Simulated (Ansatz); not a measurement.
# InH3 (SMILES [H][In]([H])[H]) at wB97X/STO-3G

What is the energy change on altering one bond length of InH3 at wB97X/STO-3G? 

The results are computed with Ansatz 0.2.0.

27 further runs of the same task are left out: 1 that didn't finish, 26 set aside as unsound or not needed.

### Step 1. The molecule

The species is InH3 (4 atoms), meant as a singlet with charge 0. As SMILES, `[H][In]([H])[H]`. The shape comes from GFN2-xTB, which is rough for such elements, and wasn't checked as a minimum.

Bond lengths: In1–H2 1.719 Å, In1–H3 1.719 Å, In1–H4 1.718 Å. Angles: H2–In1–H3 120.0°, H2–In1–H4 120.1°, H3–In1–H4 119.9°.

### Step 2. A single-point energy at wB97X/STO-3G

input.yaml reads:

```yaml
crystal:
  periodic: [false, false, false]
  atoms:
    - symbol: In
      position_ang: [0.000640, -0.000740, -0.000540]
    - symbol: H
      position_ang: [1.718930, -0.027790, 0.013510]
    - symbol: H
      position_ang: [-0.834510, 1.501400, -0.017780]
    - symbol: H
      position_ang: [-0.885060, -1.472880, 0.004810]
basis:
  gaussian:
    orbitals: STO-3G
hamiltonian:
  xc: {name: wB97X}
accuracy: high
```

On the command line:

```bash
$ ansatz run input.yaml --threads 1 --pin off --max-ram 2610MiB --events-out events.jsonl --progress --plain --runs-dir runs
```

The log of the run:

```text
Warning: RAYON_NUM_THREADS=1 ignored (pool sized by the plan → 1); use --threads N
Functional definition: wB97X
  name "wB97X"
  parameter omega = 0.3/bohr
  parameter cx = 0.157706
  parameter cx1 = 0.726479
  parameter cx2 = 1.04760
  parameter cx3 = -5.70635
  parameter cx4 = 13.2794
  parameter css1 = -4.33879
  parameter css2 = 18.2308
  parameter css3 = -31.7430
  parameter css4 = 17.2901
  parameter cos1 = 2.37031
  parameter cos2 = -11.3995
  parameter cos3 = 6.58405
  parameter cos4 = -3.78132
  exchange = spin_sum(e_x_unif_sr(omega)*poly(b97_u_x, 1 - cx, cx1, cx2, cx3, cx4)) + cx*exact_x_sr(omega)
      + exact_x_lr(omega)
  correlation = spin_sum(e_c_pw_same_spin*poly(b97_u_same, 1, css1, css2, css3, css4))
      + integral(e_c_pw_opposite_spin*poly(b97_u_opposite, 1, cos1, cos2, cos3, cos4))
527 factors; integrals over basis functions are off by at most 4.0e-9 eV
112 factors; integrals over basis functions are off by at most 7.0e-10 eV
mean field evaluation 1: about -154744.6264 eV, gradient 8.6e0 eV
mean field evaluation 2: about -154745.0805 eV, gradient 1.8e0 eV
mean field evaluation 4: about -154745.1049 eV, gradient 3.0e-2 eV
mean field evaluation 8: about -154745.0212 eV, gradient 7.7e-4 eV
mean field evaluation 16: about -154745.0212 eV, gradient 2.4e-8 eV
mean field -154745.02121175 eV, -5686.7746395892 hartree, gradient 2.3e-8 eV, S^2 0.000000; 0 other end points of the search recorded, 0 dependent functions left out
reference -154745.02121012 eV, -5686.7746395292 hartree; 26, 26 occupied and 4, 4 virtual orbitals, 527 factors
Total energy: -154745.02121012 eV, -5686.7746395292 hartree
```

Wall time 2.3 s (1 thread of AMD EPYC 9R45 (Zen 5), shared host); peak memory 0.25 GiB.

### Step 3. The distorted shape at the same level

input.yaml reads:

```yaml
crystal:
  periodic: [false, false, false]
  atoms:
    - symbol: In
      position_ang: [-0.428932, 0.006022, -0.004052]
    - symbol: H
      position_ang: [1.718930, -0.027790, 0.013510]
    - symbol: H
      position_ang: [-1.264082, 1.508162, -0.021292]
    - symbol: H
      position_ang: [-1.314632, -1.466118, 0.001298]
basis:
  gaussian:
    orbitals: STO-3G
magnetization:
  spin_polarized: false
  initial_magnetization: 0
hamiltonian:
  xc: {name: wB97X}
accuracy: high
```

On the command line:

```bash
$ ansatz run input.yaml --threads 1 --pin off --max-ram 2610MiB --events-out events.jsonl --progress --plain --runs-dir runs
```

The log of the run (excerpt; [...] marks lines left out):

```text
Warning: RAYON_NUM_THREADS=1 ignored (pool sized by the plan → 1); use --threads N
[... 2 set-up lines as earlier in the session ...]
[...]
      + exact_x_lr(omega)
[...]
      + integral(e_c_pw_opposite_spin*poly(b97_u_opposite, 1, cos1, cos2, cos3, cos4))
527 factors; integrals over basis functions are off by at most 4.0e-9 eV
112 factors; integrals over basis functions are off by at most 7.4e-10 eV
[...]
mean field -154743.63524370 eV, -5686.7237062029 hartree, gradient 2.4e-8 eV, S^2 0.000000; 0 other end points of the search recorded, 0 dependent functions left out
reference -154743.63524202 eV, -5686.7237061412 hartree; 26, 26 occupied and 4, 4 virtual orbitals, 527 factors
Total energy: -154743.63524202 eV, -5686.7237061412 hartree
```

Run time: 2.4 s. Hardware: 1 thread of AMD EPYC 9R45 (Zen 5), shared host; peak memory 0.24 GiB.

### Step 4. What came out

Level: wB97X/STO-3G.

| quantity | value |
| --- | --- |
| first shape: total energy | -5686.77464 Eh |
| distorted shape: total energy | -5686.72371 Eh |
| energy change with the In1–H2 bond stretched from 1.719 to 2.148 Å | 1.386 eV |

**Reading.** With the In1–H2 bond stretched from 1.719 to 2.148 Å the energy rises by 1.39 eV (134 kJ/mol). The first shape isn't relaxed at this level, so the change isn't measured from a minimum. The minimal basis adds a large error of its own. Relativity is left out (first shape) although the molecule holds a heavy atom. Relativity is left out (distorted shape) although the molecule holds a heavy atom.
